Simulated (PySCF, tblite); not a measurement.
**C6H5FO2: infrared bands and NMR shifts**

Wanted: the infrared bands and NMR shifts of C6H5FO2 (`Cc1ccc(C(=O)F)o1`), by calculation.

Computed with tblite 0.8.0 and PySCF 2.14.0, with density-fitted response routines of our own, on a single molecule in the gas phase. Atoms count from 0, in the outputs and in this text.

## (1) The starting structure

14 atoms, charge 0, multiplicity 1; geometry from: GFN2-xTB.

Bonds of the start (Å): C0–C1 1.48, C1–C2 1.38, C2–C3 1.40, C3–C4 1.38, C4–C5 1.44, C5–O6 1.18, C5–F7 1.38, C4–O8 1.36, O8–C1 1.34, C0–H9 1.09, C0–H10 1.09, C0–H11 1.09, C2–H12 1.07, C3–H13 1.07.

## (2) Harmonic vibrations with GFN2-xTB

Job settings and geometry (Å):

```
{"job": {"kind": "ir", "xc": "GFN2-xTB", "basis": "xTB"}, "charge": 0, "multiplicity": 1}
C     -2.297566     0.616613    -0.007755
C     -0.926275     0.051905     0.016575
C     -0.485445    -1.240336     0.183063
C      0.915117    -1.190738     0.131814
C      1.243076     0.135929    -0.064048
C      2.521941     0.785007    -0.198087
O      2.798921     1.923377    -0.371382
F      3.529530    -0.146607    -0.095539
O      0.111158     0.879969    -0.132346
H     -3.027472    -0.180223    -0.111614
H     -2.397626     1.317177    -0.834235
H     -2.496365     1.160823     0.915453
H     -1.095040    -2.108997     0.323072
H      1.605367    -2.004371     0.222861
```

**Question.** This job is followed by: GIAO PBE0/pcSseg-1 NMR shielding, non-relativistic, gas phase. What will the session give for the following? strongest single infrared mode (GFN2-xTB); zero-point energy (GFN2-xTB); ¹³C shifts against TMS (PBE0/pcSseg-1); ¹H shifts against TMS (PBE0/pcSseg-1, means over atoms taken as alike); ¹⁷O shifts against H2O (PBE0/pcSseg-1); ¹⁹F shifts against CFCl3 (PBE0/pcSseg-1).

As calculated:

| quantity | value |
| --- | --- |
| strongest single infrared mode (GFN2-xTB) | 1834 cm⁻¹, 778 km/mol |
| zero-point energy (GFN2-xTB) | 60.7 kcal/mol |
| ¹³C shifts against TMS (PBE0/pcSseg-1) | 168.0, 155.5, 144.6, 134.6, 116.7, 17.0 ppm |
| ¹H shifts against TMS (PBE0/pcSseg-1, means over atoms taken as alike) | 7.60, 6.49, 2.58 ppm |
| ¹⁷O shifts against H2O (PBE0/pcSseg-1) | 415.7, 316.2 ppm |
| ¹⁹F shifts against CFCl3 (PBE0/pcSseg-1) | 17.0 ppm |

**Reading.** No mode is imaginary among the 36: a minimum at this level. The strongest single mode, at 1834 cm⁻¹, moves mainly C5 and O6. GFN2-xTB is a fitted tight-binding method: band positions and strengths are rough. Its intensities can rank the bands wrongly. At PBE0/pcSseg-1: The largest span, 571 ppm, is at O6, where the paramagnetic term is -480 ppm. NICS(1)zz of -24 ppm above the planar ring from C1 marks a diatropic (aromatic) ring current.
